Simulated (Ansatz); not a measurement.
# C₃H₅FOSi: one species, many methods

The task here is to estimate one member of a computed series from the others.

Computed with Ansatz 0.2.0, Gaussian basis. Level: functionals in def2-TZVPP, the program's frozen cores in correlated methods.

Plan: PBE-D4, r2SCAN-D4, PBE0-D4, B3LYP-D4, ωB97X-V, ωB97M-V, B2PLYP; CCSD(T)/def2-TZVPP; MP2/def2-QZVPP; extrapolation to the limit.

## Structure used throughout

The geometry comes from an earlier relaxation with PBE0-D4 in a triple-zeta def2 set; it is a stationary point, not always the lowest conformer.

SMILES `FC1=CO[SiH2]C1`, 11 atoms, charge 0, spin multiplicity 1.

Atoms are counted from 1 here; the program's logs count them from 0.

Bond lengths: F1–C2 1.341 Å, C2–C3 1.330 Å, C2–C6 1.490 Å, C3–O4 1.373 Å, C3–H7 1.081 Å, O4–Si5 1.681 Å, Si5–C6 1.890 Å, Si5–H8 1.483 Å, Si5–H9 1.483 Å, C6–H10 1.094 Å, C6–H11 1.094 Å. Angles: F1–C2–C3 122.4°, F1–C2–C6 119.1°, C3–C2–C6 118.4°, C2–C3–O4 117.7°, C2–C3–H7 126.2°, O4–C3–H7 116.1°, C3–O4–Si5 108.7°, O4–Si5–C6 97.1°, O4–Si5–H8 110.2°, O4–Si5–H9 110.2°, C6–Si5–H8 114.6°, C6–Si5–H9 114.7°, H8–Si5–H9 109.5°, C2–C6–Si5 98.0°, C2–C6–H10 111.9°, C2–C6–H11 111.9°, Si5–C6–H10 113.6°, Si5–C6–H11 113.6° and more.

The first run:

The input, in.yaml:

```yaml
crystal:
  periodic: [false, false, false]
  atoms:
    - {symbol: F, position_ang: [1.480777, -0.028755, -2.013542]}
    - {symbol: C, position_ang: [0.791626, -0.127569, -0.867630]}
    - {symbol: C, position_ang: [1.159421, -0.941551, 0.117496]}
    - {symbol: O, position_ang: [0.382778, -0.965587, 1.249187]}
    - {symbol: Si, position_ang: [-0.896027, 0.106482, 1.049587]}
    - {symbol: C, position_ang: [-0.431973, 0.702233, -0.683213]}
    - {symbol: H, position_ang: [2.020908, -1.595371, 0.117451]}
    - {symbol: H, position_ang: [-2.187782, -0.617830, 1.127671]}
    - {symbol: H, position_ang: [-0.852313, 1.155459, 2.096883]}
    - {symbol: H, position_ang: [-0.210357, 1.772613, -0.733776]}
    - {symbol: H, position_ang: [-1.191557, 0.482777, -1.439615]}
basis:
  gaussian: {orbitals: def2-TZVPP}
hamiltonian: {xc: pbe, dispersion: d4}
output: {forces: true, orbitals: {seedname: orbitals}}
```

Run with:

```sh
$ ansatz run in.yaml --threads 4 --pin off --events-out ev --progress --plain --max-ram 10444MiB
```

Steps of the session up to this table: PBE-D4 (GGA); r2SCAN-D4 (meta-GGA); PBE0-D4 (hybrid); B3LYP-D4 (hybrid); ωB97X-V (range-separated); ωB97M-V (range-separated); B2PLYP (double hybrid); CCSD(T) in def2-TZVPP; MP2 in def2-QZVPP.

One of the session's tables, all rows but one given; the rest of the session is left out.

| method | atomisation energy (kJ/mol) |
| --- | --- |
| PBE-D4 | 4637.9 |
| r2SCAN-D4 | 4530.4 |
| PBE0-D4 | 4533.7 |
| B3LYP-D4 | 4496.3 |
| ωB97X-V | 4525.7 |
| ωB97M-V | 4524.6 |
| B2PLYP | 4457.0 |
| HF/def2-TZVPP | 3236.9 |
| MP2/def2-TZVPP | ? |
| CCSD/def2-TZVPP | 4302.3 |
| CCSD(T)/def2-TZVPP | 4382.6 |
| MP2/CBS | 4621.2 |
| CCSD(T)/CBS | 4504.7 |

**Question.** Estimate the row for MP2/def2-TZVPP.

As computed: atomisation energy (kJ/mol): 4499.1. In the column «atomisation energy (kJ/mol)» it lies between B3LYP-D4 (4496.3) and CCSD(T)/CBS (4504.7).
